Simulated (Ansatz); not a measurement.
# CaC2: the cost of one run

Computed with Ansatz 0.2.0 (DFT r2SCAN, scalar-relativistic, plane waves, PAW, unless a step's input says otherwise).

18 further runs of the same task are left out: 1 that didn't finish, 17 set aside as unsound or not needed.

### 1 The starting structure

The structure is tetragonal, space group I4/mmm (No. 139). Conventional cell: a = 3.867 Å, b = 3.867 Å, c = 6.392 Å, α = 90.00°, β = 90.00°, γ = 90.00°. Around Ca (site symmetry 4/mmm) lie 10 C at 2.57 to 2.80 Å. Around C (site symmetry 4mm) lie 1 C at 1.25 Å.

As a file:

```
Ca C
1.0
    -1.93339    1.93339    3.19624
     1.93339   -1.93339    3.19624
     1.93339    1.93339   -3.19624
Ca C
1 2
Cartesian
  0.0000 0.0000 0.0000
  0.0000 0.0000 3.8221
  0.0000 0.0000 2.5703
```

It goes back to an entry of the Materials Project, which need not be the stable form.

It is the result of an earlier relaxation at this level (volume 15.93 Å³/atom; gap on the mesh: 1.66 eV).

### 2 The scan

The energy is mapped over volume and the cell's shape.

The axes are (1) volume per atom: 7 values from 14.66 to 17.20 Å³; (2) c/a of the conventional cell: 7 values from 1.526 to 1.791.

Nothing else is relaxed (fractional coordinates fixed). Energies count from the relaxed crystal. Points are written as (first, second).

### 3 Point (14.66 Å³, 1.653)

Contents of input.yaml:

```yaml
crystal:
  lattice:
    - [-1.8804103478, 1.8804103478, 3.1086473291]
    - [1.8804103478, -1.8804103478, 3.1086473291]
    - [1.8804103478, 1.8804103478, -3.1086473291]
  atoms:
    - { symbol: Ca, position: [0.0, 0.0, 0.0] }
    - { symbol: C, position: [0.5979128859, 0.5979128859, 0.0] }
    - { symbol: C, position: [0.4020871141, 0.4020871141, 0.0] }
basis:
  ecutwfc: 520.0
kpoints:
  mp_grid: { grid: [12, 12, 12] }
hamiltonian:
  xc: r2scan
scf:
  occupations: { method: gaussian, width: 0.05 }
output:
  forces: true
  stress: true
  eigenvalues: true
```

Run with:

```console
> ansatz run input.yaml --threads 1 --pin off --max-ram 2048MiB --backend cpu --events-out ev --progress --plain --runs-dir out
```

What time and memory should one allow on 1 thread of Arm Neoverse V1, shared host?

About 13 s, with a peak of 0.52 GiB.
